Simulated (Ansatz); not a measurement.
The system is ZnWO4.

```xyz
12
Lattice="4.6986 0.0000 0.0000 0.0000 5.7293 0.0000 -0.0530 0.0000 4.9364" Properties=species:S:1:pos:R:3 pbc="T T T"
W    -0.0397    4.6832    3.7023
W    -0.0132    1.0461    1.2341
Zn    2.3096    1.8105    3.7023
Zn    2.3361    3.9188    1.2341
O     1.1575    3.5653    4.4408
O     3.4616    3.5653    2.9638
O     3.4881    2.1640    0.4956
O     1.1840    2.1640    1.9726
O     0.9960    5.1272    2.1538
O     3.6761    5.1272    0.3144
O     3.6496    0.6021    2.7827
O     0.9695    0.6021    4.6220
```

Base run:

```yaml
Program: Ansatz 0.2.0
Functional: PBEsol
Potentials_or_basis: all-electron LAPW, scalar-relativistic
Cutoff: 542 eV (chosen from the basis error)
Basis_error_allowed: 0.002 eV/atom
k_mesh: 6 × 5 × 6
Occupations: fermi-dirac, width 0.05 eV
Spin: no spin polarisation
```

Its results: band gap on the k mesh 2.95 eV, indirect (least direct gap 2.97 eV); pressure -2.9 GPa; largest force 0.137 eV/Å.

**Question.** The run is repeated on the same cell with these changes: functional from PBEsol to LDA. What comes out?

**Answer.** Band gap on the k mesh 2.91 eV, indirect (least direct gap 2.92 eV); pressure -8.8 GPa; largest force 0.241 eV/Å.

LDA binds more tightly than PBEsol, so the same cell stands under less pressure.

Caveats: spin-orbit coupling is left out, which moves the levels of the heavy elements.

A k mesh can miss the band edges.
